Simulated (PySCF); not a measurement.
# One shape, several levels: GaH2Br (SMILES [GaH2][Br])

Wanted: a comparison of 6 runs (HF/cc-pVTZ, B3LYP/6-31G*, BLYP/aug-cc-pVDZ, M06-2X/6-311G**, CCSD/def2-SVPD) of GaH2Br. 

The results are computed with PySCF 2.14.0.

**1. The molecule**

GaH2Br: 4 atoms, total charge 0, spin state singlet. SMILES: `[GaH2][Br]`. The coordinates come from a PBE0-D4/def2-TZVP relaxation.

Bond lengths: Ga1–Br2 2.294 Å, Ga1–H3 1.557 Å, Ga1–H4 1.557 Å. Angles: Br2–Ga1–H3 115.4°, Br2–Ga1–H4 115.4°, H3–Ga1–H4 129.2°.

**2. Energy and forces at HF/cc-pVTZ (run 1)**

Input file job.py:

```python
import pyscf.grad
from pyscf import gto, scf

molecule = gto.M(
    atom='''
Ga    -0.385882     0.037983    -0.185382
Br     3.558354    -0.599043     1.497797
H     -2.501997    -1.718895     0.857558
H     -0.565595     2.165815    -2.208334
''',
    verbose=3,
    basis='cc-pvtz',
    unit='bohr',
    max_memory=1860,
)

calc0 = scf.RHF(molecule)
calc0.conv_tol = 1e-10
calc0.kernel()
if not calc0.converged:
    calc0 = calc0.newton().run(calc0.mo_coeff, calc0.mo_occ)

e_tot = calc0.e_tot
print('E = %.10f Eh' % e_tot)
grad = calc0.Gradients().kernel()
calc0.analyze()
```

The run is started by

```bash
$ OMP_NUM_THREADS=1 python job.py
```

The log of the run:

```text
converged SCF energy = -4496.96248574664
[... 10 lines left out ...]
MO #2   energy= -378.848658576596  occ= 2
[... 13 lines left out ...]
MO #16  energy= -4.52590215551745  occ= 2
[... 13 lines left out ...]
MO #30  energy= -0.606466898738847 occ= 2
[... 13 lines left out ...]
MO #44  energy= 0.310852896328159  occ= 0
[... 13 lines left out ...]
MO #58  energy= 0.863856793132125  occ= 0
[... 13 lines left out ...]
MO #72  energy= 1.34914405808049   occ= 0
[... 13 lines left out ...]
MO #86  energy= 2.1017479671757    occ= 0
[... 13 lines left out ...]
MO #100 energy= 3.57013631462299   occ= 0
[... 13 lines left out ...]
MO #114 energy= 4.94075175520588   occ= 0
[... 5 lines left out ...]
Dipole moment(X, Y, Z, Debye): -1.91855,  0.30973, -0.81852
```

Run time: 62 s. Hardware: 1 thread of Intel Xeon at 2.70GHz, shared host; peak memory 0.28 GiB.

**3. Energy and forces at B3LYP/6-31G(d) (spherical functions) (run 2)**

Input file input.py:

```python
# [GaH2][Br]
import pyscf.grad
from pyscf import gto, dft

system = gto.M(
    atom='Ga -0.204200 0.020100 -0.098100; Br 1.883000 -0.317000 0.792600; H -1.324000 -0.909600 0.453800; H -0.299300 1.146100 -1.168600',
    basis='6-31g*',
    spin=0,
    max_memory=1860,
    verbose=4,
    charge=0,
)

mf = dft.RKS(system, xc='b3lyp')
mf.grids.level = 5
mf.conv_tol = 1e-10
mf.kernel()
if not mf.converged:
    mf = mf.newton().run(mf.mo_coeff, mf.mo_occ)

etot = mf.e_tot
print('Final energy', etot)
grad = mf.Gradients().kernel()
mf.analyze()
```

The run is started by

```bash
$ OMP_NUM_THREADS=1 python input.py
```

The log of the run:

```text
PySCF version 2.14.0

[... 85 lines left out ...]
Nuclear Repulsion Energy =             282.827699663804140
[... 10 lines left out ...]
MO #5   energy= -56.3178103925158  occ= 2
[... 8 lines left out ...]
MO #14  energy= -6.51585195850563  occ= 2
[... 8 lines left out ...]
MO #23  energy= -2.61096431067042  occ= 2
[... 8 lines left out ...]
MO #32  energy= -0.337703988034018 occ= 2
[... 8 lines left out ...]
MO #41  energy= 0.143256996277443  occ= 0
[... 8 lines left out ...]
MO #50  energy= 0.504698238531805  occ= 0
[... 8 lines left out ...]
MO #59  energy= 2.78061441058012   occ= 0
[... 8 lines left out ...]
MO #68  energy= 4.90809993669774   occ= 0
[... 75 lines left out ...]
Dipole moment(X, Y, Z, Debye): -1.71639,  0.27711, -0.73231
```

It took 23 s on 1 thread of Intel Xeon at 2.70GHz, shared host; peak memory 0.67 GiB.

Runs 3 to 5 aren't shown in full; the table further down has their settings and results.

**4. A single-point energy at CCSD/def2-SVPD (run 6)**

Input file calc.py:

```python
from pyscf import gto, scf, cc

mol = gto.Mole()
mol.atom = '''
Ga  -0.204200   0.020100  -0.098100
Br   1.883000  -0.317000   0.792600
H   -1.324000  -0.909600   0.453800
H   -0.299300   1.146100  -1.168600
'''
mol.max_memory = 1860
mol.verbose = 3
mol.charge = 0
mol.basis = 'def2-svpd'
mol.build()

calc0 = scf.RHF(mol)
calc0.conv_tol = 1e-10
calc0.kernel()
if not calc0.converged:
    calc0 = calc0.newton().run(calc0.mo_coeff, calc0.mo_occ)

mycc = cc.CCSD(calc0, frozen=18)
mycc.kernel()
etot = mycc.e_tot
print('E = %.10f Eh' % etot)
calc0.analyze()
```

The run is started by

```bash
$ OMP_NUM_THREADS=1 python calc.py
```

The log of the run:

```text
converged SCF energy = -4496.31703469287
[... 9 lines left out ...]
MO #7   energy= -48.1966502068185  occ= 2
[... 10 lines left out ...]
MO #18  energy= -4.52587556839141  occ= 2
[... 10 lines left out ...]
MO #29  energy= -0.989748651747747 occ= 2
[... 10 lines left out ...]
MO #40  energy= 0.110435967865823  occ= 0
[... 10 lines left out ...]
MO #51  energy= 0.298713027347246  occ= 0
[... 10 lines left out ...]
MO #62  energy= 0.642242358590637  occ= 0
[... 10 lines left out ...]
MO #73  energy= 0.996589246968394  occ= 0
[... 10 lines left out ...]
MO #84  energy= 2.12825153238598   occ= 0
[... 10 lines left out ...]
MO #95  energy= 4.21799995715197   occ= 0
[... 5 lines left out ...]
Dipole moment(X, Y, Z, Debye): -1.95091,  0.31496, -0.83233
```

Run time: 20 s. Hardware: 1 thread of Intel Xeon at 2.70GHz, shared host; peak memory 0.47 GiB.

**5. All runs side by side**

| run | level | integration grid | Cartesian functions | energy (Eh) | dipole moment (D) of the reference | HOMO energy (eV) | LUMO energy (eV) | wall time |
| --- | --- | --- | --- | --- | --- | --- | --- | --- |
| 1 | HF/cc-pVTZ | – | no | -4496.962486 | 2.11 | -10.96 | 0.82 | 62 s |
| 2 | B3LYP/6-31G* (spherical functions) | 5 | no | -4499.739178 | 1.89 | -7.74 | -2.18 | 23 s |
| 3 | B3LYP/6-31G* (Cartesian functions) | 5 | yes | -4499.752747 | 1.89 | -7.74 | -2.17 | 26 s |
| 4 | BLYP/aug-cc-pVDZ | 5 | no | -4500.277442 | 1.70 | -6.69 | -2.68 | 30 s |
| 5 | M06-2X/6-311G** | 5 | no | -4500.223211 | 2.05 | -9.24 | -1.41 | 39 s |
| 6 | CCSD/def2-SVPD | – | no | -4496.776580 | 2.14 | -10.97 | 0.82 | 20 s |

**6. Outcome**

| quantity | value |
| --- | --- |
| run 6: total energy | -4496.77658 Eh |
| run 6: dipole moment (Hartree–Fock density) | 2.14 D |
| run 6: HOMO energy (Hartree–Fock orbitals) | -10.97 eV |
| run 6: LUMO energy (Hartree–Fock orbitals) | 0.82 eV |
| run 6: HOMO–LUMO gap (Hartree–Fock orbitals) | 11.79 eV |
| run 6: correlation energy (18 core orbitals frozen) | -459.5 mEh |
| run 6: T1 diagnostic | 0.010 |

Over runs 1, 2, 3, 4, 5 the dipole moment (its size) runs from 1.70 D (BLYP/aug-cc-pVDZ) to 2.11 D (HF/cc-pVTZ). The two ends differ in method and basis. Over runs 1, 2, 3, 4, 5 the HOMO–LUMO gap runs from 4.01 eV (BLYP/aug-cc-pVDZ) to 11.77 eV (HF/cc-pVTZ). Totals of different functionals can't be ranked against each other. All runs together took 3.3 min, the longest 62 s.
